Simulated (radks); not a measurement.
# Ta⁴⁺ in [Xe] 4f14 5d1: an all-electron calculation

Wanted: eigenvalues, radial structure and energy terms of the tantalum ion Ta4+.

The numbers are computed with radks (a radial shooting solver on a logarithmic mesh, Libxc functionals) version 1 (scalar-relativistic Kohn-Sham, XLYP, spin-polarised, spherical densities, finite nucleus; open shells are filled with parallel spins first), except any that are marked as measured or tabulated.

## (1) Starting point

| Quantity | Value |
| --- | --- |
| element | tantalum (Z = 73) |
| charge | +4 |
| electrons | 69 |
| configuration | [Xe] 4f14 5d1 |
| nuclear rms radius | 5.3507 fm |

Outer shells as boxes (Hund's rule):

Ta⁴⁺
```
[Xe] core
4f [↑↓][↑↓][↑↓][↑↓][↑↓][↑↓][↑↓]
5d [↑ ][  ][  ][  ][  ]
```

## (2) The calculation

Input:

```text
Z 73
configuration [Xe] 4f14 5d1
relativity scalar-relativistic
functional xlyp
spin polarised
nucleus finite rms 5.3507 fm
c 137.035999084
```

**Question.** What will this run give?

As calculated:

| quantity | value |
| --- | --- |
| total energy | -15601.1262 hartree |
| exchange-correlation share of it | 2.02 % |
| −T/E | 1.0984 |
| highest occupied level | 5d up, -41.558 eV |
| most extended occupied level | 5d up, <r> = 1.74 bohr |
| radius at density 0.001 e/bohr³ | 3.08 bohr |
| maxima of the radial density | 4 |
| ionisation energy, NIST | 48.27 (semi-emp.) eV |

**Reading.** 5 principal shells are occupied and 4 maxima appear in the radial density; where shells overlap, one shows as a shoulder or not at all. −T/E is 1.098: with relativity the kinetic term as defined here no longer equals −E. Minus the highest eigenvalue, 41.558 eV, is 86 % of the tabulated ionisation energy (48.27 eV); the potential of a semilocal functional falls off too fast, so its top eigenvalue is too shallow. Open shells are spherical and high-spin; term and fine-structure splittings are not resolved. Spin-orbit splitting is averaged out at the scalar-relativistic level.
